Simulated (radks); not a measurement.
# Ti in [Ar] 3d2 4s2: an all-electron calculation

One table from this session's results is given with a row withheld; the runs are named, their logs left out.

Program: radks (a radial shooting solver on a logarithmic mesh, Libxc functionals) version 1. Level of theory: non-relativistic Kohn-Sham, PBE, spin-polarised, spherical densities, point nucleus; open shells are filled with parallel spins first. These are calculated values, not measurements, unless marked.

### What is computed

- element: titanium (Z = 22)
- charge: 0
- electrons: 22
- configuration: [Ar] 3d2 4s2

Outer shells as boxes (Hund's rule):

Ti
```
[Ar] core
3d [↑ ][↑ ][  ][  ][  ]
4s [↑↓]
```

Set-up of the first run:

Settings of this run:

```text
Z 22
configuration [Ar] 3d2 4s2 4p0 5s0
relativity non-relativistic
functional pbe,pbe
spin polarised
nucleus point
```

Run with:

```bash
python run_ks.py task.json out
```

This one command runs every case of the session in turn.

Steps of the session up to this table: Self-consistent calculation.

One table of the session follows, with a row left open; its other results are not shown here.

It belongs to the step «Radial structure». From the orbitals of this run (lengths in bohr):

```
  level      <r>  outermost maximum (interpolated)  90 % within  nodes
1s down  0.07017                            0.0461        0.125      0
  1s up  0.07017                            0.0461        0.125      0
  2s up   0.3277                             0.271        0.509      1
2s down   0.3275                             0.271        0.508      1
  2p up   0.2910                             0.221        0.478      0
2p down   0.2907                             0.220        0.478      0
  3s up    1.014                             0.876         1.52      2
3s down    1.015                             0.876         1.52      2
  3p up    1.088                             0.904         1.68      1
3p down    1.090                             0.904         1.68      1
  3d up    1.568                             0.977         2.78      0
  4s up    3.484                              2.90         5.25      3
4s down        ?                                 ?            ?      ?
3d down    1.681                             0.982         3.07      0
  4p up    4.754                              3.75         7.39      2
4p down    5.049                              3.93         7.89      2
```

Q: Estimate the row for 4s down from the others.

The run gave: <r>: 3.631; outermost maximum (interpolated): 3.02; 90 % within: 5.49; nodes: 3. In the column «<r>» it lies between 4s up (3.484) and 4p up (4.754).

To keep in mind: Open shells are spherical and high-spin; term and fine-structure splittings are not resolved.
